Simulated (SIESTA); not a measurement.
The system is CuSn3.

```xyz
4
Lattice="-2.2399 2.2399 4.8707 2.2399 -2.2399 4.8707 2.2399 2.2399 -4.8707" Properties=species:S:1:pos:R:3 pbc="T T T"
Sn    0.0000    0.0000    4.8707
Sn    2.2399    0.0000    2.4354
Sn    0.0000    2.2399    2.4354
Cu    0.0000    0.0000    0.0000
```

The cell comes from a database or a generator and needn't be the stable form of this composition.

- Program: SIESTA 5.4.2
- Task: single point
- Functional: PBEsol
- Potentials or basis: PseudoDojo 0.4 standard (PBEsol files)
- Basis: DZP (energy shift 0.003 Ry; two zetas on semicore shells)
- Grid cutoff: 800 Ry
- Energy shift: 0.003 Ry
- k mesh: 8 × 8 × 8
- Occupations: fermi-dirac, width 0.05 eV
- Spin: no spin polarisation

On this cell: pressure -3.7 GPa; largest force under 0.003 eV/Å; band gap on the k mesh none (metal or under the smearing width).

The same run follows on a disturbed copy (atoms moved at random, drawn with an rms of 0.05 Å):

```
Sn Cu
1.0
    -2.23990    2.23990    4.87070
     2.23990   -2.23990    4.87070
     2.23990    2.23990   -4.87070
Sn Cu
3 1
Direct
  0.51647 0.50663 0.02347
  0.25575 0.74406 0.49761
  0.75240 0.24534 0.49534
  0.01581 0.99830 0.00891
```

**Question.** What changes?

**Answer.** The energy (extrapolated to zero smearing) moves by +1.0 meV/atom; pressure -3.7 GPa; largest force 0.096 eV/Å; band gap on the k mesh none (metal or under the smearing width).

Forces in eV/Å, atoms in the order of the input:
```
Sn  -0.058 -0.057  0.050
Sn   0.041 -0.029 -0.030
Sn   0.009  0.058 -0.030
Cu   0.009  0.028  0.010
```

Stress tensor (GPa, compression positive):
```
-3.58 -0.01 -0.05
-0.01 -3.56 -0.11
-0.05 -0.11 -3.81
```

Caveats: short orbitals over semicore shells can move pressures by several GPa; the basis of atomic orbitals isn't converged, which shifts pressures, moduli and gaps.
